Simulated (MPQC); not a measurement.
# InH2Cl (SMILES [Cl][InH2]): a first try and a second

Wanted: a single-point energy of InH2Cl, MP2/STO-3G.

Program for the calculation: MPQC 2.3.1.

5 further runs of the same task are left out: 5 set aside as unsound or not needed.

**1. The molecule**

InH2Cl: 4 atoms, total charge 0, spin state singlet. SMILES: `[Cl][InH2]`. The shape comes from GFN2-xTB, which is rough for such elements, and wasn't checked as a minimum.

Bond lengths: Cl1–In2 2.279 Å, In2–H3 1.712 Å, In2–H4 1.712 Å. Angles: Cl1–In2–H3 120.1°, Cl1–In2–H4 120.4°, H3–In2–H4 119.5°.

**2. The input as first written**

Contents of run.in:

```
molecule<Molecule>: (
    symmetry = c1
    unit = angstrom
    { atoms geometry } = {
        Cl [ -1.785870       0.677770      -0.966420 ]
        In [ 0.116460      -0.042860       0.061760 ]
        H  [ 0.538810      -1.701600       0.023050 ]
        H  [ 1.130600       1.066690       0.881610 ]
    }
)
basis<GaussianBasisSet>: (
    name = "STO-3G"
    molecule = $:molecule
    basisdir = "."
    puream = yes
)
mpqc: (
    checkpoint = no
    savestate = no
    restart = no
    do_energy = yes
    do_gradient = no
    optimize = no
    mole<MBPT2>: (
        molecule = $:molecule
        basis = $:basis
        memory = 1000000000
        method = mp
        nfzc = 23
        reference<RKS>: (
            molecule = $:molecule
            basis = $:basis
            total_charge = 0
            memory = 1000000000
            print_evals = yes
            maxiter = 94
        )
    )
)
```

Launch:

```sh
$ mpqc -o run.out run.in
```

Standard output:

```text
MPQC: Massively Parallel Quantum Chemistry
                                   Version 2.3.1

  Using IntegralV3 by default for molecular integrals evaluation

ClassDesc::load_class("RKS"): load failed
Either "RKS" is an invalid class name or the code
for "RKS" was not linked into the executable.
Signal: Segmentation fault (11)
```

It took 0.06 s on 1 thread of Arm Neoverse V1, shared host.

**3. Diagnosis**

The input was rejected.

The telling line is `Either "RKS" is an invalid class name or the code`. The cause is that the input text is malformed or holds a word that the program doesn't know.

**4. The mended input**

Contents of job.in:

```
% ClH2In
molecule<Molecule>: (
   symmetry = c1
   unit = angstrom
   { atoms geometry } = {
      Cl [ -1.785870     0.677770    -0.966420 ]
      In [ 0.116460    -0.042860     0.061760 ]
      H  [ 0.538810    -1.701600     0.023050 ]
      H  [ 1.130600     1.066690     0.881610 ]
   }
)
basis<GaussianBasisSet>: (
   name = "STO-3G"
   molecule = $:molecule
   basisdir = "."
   puream = yes
)
mpqc: (
   checkpoint = no
   savestate = no
   restart = no
   do_energy = yes
   do_gradient = no
   optimize = no
   mole<MBPT2>: (
      molecule = $:molecule
      basis = $:basis
      memory = 1000000000
      method = mp
      nfzc = 23
      reference<CLHF>: (
         molecule = $:molecule
         basis = $:basis
         total_charge = 0
         memory = 1000000000
         print_evals = yes
         maxiter = 80
      )
   )
)
```

The basis set STO-3G is read from a file made from the Basis Set Exchange's data (not shown).

Launch:

```sh
$ mpqc job.in > job.out
```

Standard output:

```text
MPQC: Massively Parallel Quantum Chemistry
[...]
  CLSCF::init: total charge = 0
[...]
  nbasis = 38
[...]
  iter     1 energy = -6137.4758138185 delta = 5.15575e-01
[...]
  LUMO is    35   A =   0.188974
  total scf energy = -6138.6916353095
[...]
  MP2 correlation energy [au]:         -0.031077912983
  MP2 energy [au]:                   -6138.722713222458
Value of the MolecularEnergy: -6138.7227132225
[...]
        symmetry = c1
[...]
```

Run time: 0.93 s. Hardware: 1 thread of Arm Neoverse V1, shared host.

**5. Results**

At MP2/STO-3G:

| quantity | value |
| --- | --- |
| total energy | -6138.72271 Eh |
| HOMO energy (Hartree–Fock orbitals) | -8.73 eV |
| LUMO energy (Hartree–Fock orbitals) | 5.14 eV |
| HOMO–LUMO gap (Hartree–Fock orbitals) | 13.87 eV |
| correlation energy (23 core orbitals frozen) | -31.1 mEh |

Relativity is left out although the molecule holds a heavy atom.
